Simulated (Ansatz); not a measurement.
# C₂H₄FGeNO: a ladder of functionals and wavefunction methods

An exercise on one series of results from a longer session: the logs are not shown, and one member is left open.

Method: functionals in def2-TZVPP, the program's frozen cores in correlated methods; program: Ansatz 0.2.0, Gaussian basis.

Levels to be run: LDA (SPW92), PBE-D4, revPBE-D4, BLYP-D4, r2SCAN-D4, B97M-V, PBE0-D4, B3LYP-D4, r2SCANh-D4, r2SCAN0-D4, HSE06-D4, BHLYP-D4, CAM-B3LYP-D4, LC-ωPBE, ωB97X-V, ωB97M-V, B2PLYP, PBE-QIDH; CCSD(T)/def2-SVP; CCSD(T)/def2-TZVPP; MP2/def2-QZVPP; extrapolation to the limit; RPA on PBE.

## The relaxed structure

All runs share one geometry, relaxed beforehand with PBE0-D4 in a triple-zeta def2 set.

SMILES `C[O][GeH]([F])[C]#N`, 10 atoms, charge 0, spin multiplicity 1.

Atoms are counted from 1 here; the program's logs count them from 0.

Bond lengths: C1–O2 1.418 Å, C1–H7 1.090 Å, C1–H8 1.094 Å, C1–H9 1.096 Å, O2–Ge3 1.743 Å, Ge3–F4 1.726 Å, Ge3–C5 1.912 Å, Ge3–H10 1.526 Å, C5–N6 1.150 Å. Angles: O2–C1–H7 107.3°, O2–C1–H8 111.3°, O2–C1–H9 112.0°, H7–C1–H8 108.8°, H7–C1–H9 108.3°, H8–C1–H9 109.0°, C1–O2–Ge3 120.1°, O2–Ge3–F4 109.2°, O2–Ge3–C5 104.9°, O2–Ge3–H10 114.7°, F4–Ge3–C5 106.3°, F4–Ge3–H10 107.6°, C5–Ge3–H10 113.9°, Ge3–C5–N6 177.5°.

The first run:

Input file in.yaml:

```yaml
crystal:
  periodic: [false, false, false]
  atoms:
    - {symbol: C, position_ang: [0.376774, -1.730111, 0.231611]}
    - {symbol: O, position_ang: [-0.094659, -0.465586, 0.666900]}
    - {symbol: Ge, position_ang: [-0.044433, 0.903699, -0.410288]}
    - {symbol: F, position_ang: [-1.168618, 0.655849, -1.696358]}
    - {symbol: C, position_ang: [-0.720659, 2.364749, 0.620470]}
    - {symbol: N, position_ang: [-1.087511, 3.271513, 1.225906]}
    - {symbol: H, position_ang: [0.403903, -2.383496, 1.104182]}
    - {symbol: H, position_ang: [-0.291358, -2.167830, -0.515679]}
    - {symbol: H, position_ang: [1.388642, -1.670473, -0.186312]}
    - {symbol: H, position_ang: [1.321017, 1.170587, -1.037531]}
basis:
  gaussian: {orbitals: def2-TZVPP}
hamiltonian: {xc: lda}
output: {orbitals: {seedname: orbitals}}
```

Steps of the session up to this table: LDA; PBE-D4 (GGA); revPBE-D4 (GGA); BLYP-D4 (GGA); r2SCAN-D4 (meta-GGA); B97M-V (meta-GGA); PBE0-D4 (hybrid); B3LYP-D4 (hybrid); r2SCANh-D4 (hybrid); r2SCAN0-D4 (hybrid); HSE06-D4 (hybrid); BHLYP-D4 (hybrid); CAM-B3LYP-D4 (range-separated); LC-ωPBE-D4 (range-separated; the results give it without D4); ωB97X-V (range-separated); ωB97M-V (range-separated); B2PLYP (double hybrid); PBE-QIDH (double hybrid).

One table of the session follows, with a row left open; its other results are not shown here.

It belongs to the step «Orbital energies across the functionals». 

| functional | HOMO (eV) | gap (eV) |
| --- | --- | --- |
| LDA (SPW92) | -7.58 | 5.26 |
| PBE-D4 | -7.42 | 5.40 |
| revPBE-D4 | -7.36 | 5.46 |
| BLYP-D4 | -7.34 | 5.45 |
| r2SCAN-D4 | -7.78 | 5.96 |
| B97M-V | -7.90 | 6.11 |
| PBE0-D4 | -9.05 | 7.99 |
| B3LYP-D4 | -8.81 | 7.50 |
| r2SCANh-D4 | -8.39 | 6.93 |
| r2SCAN0-D4 | ? | ? |
| HSE06-D4 | -8.64 | 7.20 |
| BHLYP-D4 | -10.64 | 10.59 |
| CAM-B3LYP-D4 | -10.53 | 10.58 |
| LC-ωPBE | -11.88 | 13.17 |
| ωB97X-V | -11.55 | 12.71 |
| ωB97M-V | -11.47 | 12.49 |

Estimate the missing values for r2SCAN0-D4.

Worked estimate for «HOMO (eV)». Against the share of exact exchange, r2SCAN-D4 (0, -7.78), r2SCANh-D4 (0.1, -8.39) give a slope of -6.10 per unit share; at 0.25 the line stands at -9.30.

The run gave: HOMO (eV): -9.30; gap (eV): 8.37. In «HOMO (eV)» the line misses by 0.00.
